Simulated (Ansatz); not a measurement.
# LiCeBr2Cl6: the cost of one run

Computed with Ansatz 0.2.0 (reference: DFT r2SCAN, plane waves, PAW, scalar-relativistic, no spin polarisation, unless a step's input says otherwise).

## Step 1: Starting point

Symmetry: Fm-3m, No. 225, cubic system. The conventional cell has a = 10.259 Å, b = 10.259 Å, c = 10.259 Å, α = 90.00°, β = 90.00°, γ = 90.00°. Ce (site symmetry m-3m) is surrounded by 6 Cl at 2.57 Å. Around Cl (site symmetry 4mm) lie 1 Li at 2.56 Å and 1 Ce at 2.57 Å. Li (site symmetry m-3m) is surrounded by 6 Cl at 2.56 Å. Around Br (site symmetry -43m) lie 12 Cl at 3.63 Å.

Coordinates:

```xyz
10
Lattice="0.0000 5.1293 5.1293 5.1293 0.0000 5.1293 5.1293 5.1293 0.0000" Properties=species:S:1:pos:R:3 pbc="T T T"
Ce    0.0000    0.0000    0.0000
Cl    2.5694    5.1293    5.1293
Cl    5.1293    2.5694    5.1293
Cl    7.6892    5.1293    5.1293
Cl    5.1293    7.6892    5.1293
Cl    5.1293    5.1293    2.5694
Cl    5.1293    5.1293    7.6892
Li    5.1293    5.1293    5.1293
Br    2.5646    2.5646    2.5646
Br    7.6939    7.6939    7.6939
```

## Step 2: The reference run

Contents of input.yaml:

```yaml
crystal:
  lattice:
    - [0.0, 5.12929, 5.12929]
    - [5.12929, 0.0, 5.12929]
    - [5.12929, 5.12929, 0.0]
  atoms:
    - { symbol: Ce, position: [0.0, 0.0, 0.0] }
    - { symbol: Cl, position: [0.74954, 0.25046, 0.25046] }
    - { symbol: Cl, position: [0.25046, 0.74954, 0.25046] }
    - { symbol: Cl, position: [0.25046, 0.74954, 0.74954] }
    - { symbol: Cl, position: [0.74954, 0.25046, 0.74954] }
    - { symbol: Cl, position: [0.25046, 0.25046, 0.74954] }
    - { symbol: Cl, position: [0.74954, 0.74954, 0.25046] }
    - { symbol: Li, position: [0.5, 0.5, 0.5] }
    - { symbol: Br, position: [0.25, 0.25, 0.25] }
    - { symbol: Br, position: [0.75, 0.75, 0.75] }
  symmetry: { tolerance: 0.0003 }
kpoints:
  mp_grid: { grid: [3, 3, 3], shift: [0, 0, 0] }
magnetization:
  spin_polarized: false
scf:
  occupations: { method: fermi_dirac, width: 0.0128 }
hamiltonian:
  pseudopotentials: { kind: paw }
  xc: r2scan
basis:
  ecutwfc: 500
output:
  forces: true
  stress: true
  eigenvalues: true
```

Started as:

```console
ansatz run input.yaml --threads 1 --pin off --max-ram 2560MiB --backend cpu --events-out ev --progress --plain --runs-dir out
```

**Question.** How long does this run take on 1 thread of an x86-64 CPU, shared host, and how much memory does it need?

About 12 s, with a peak of 1.1 GiB.
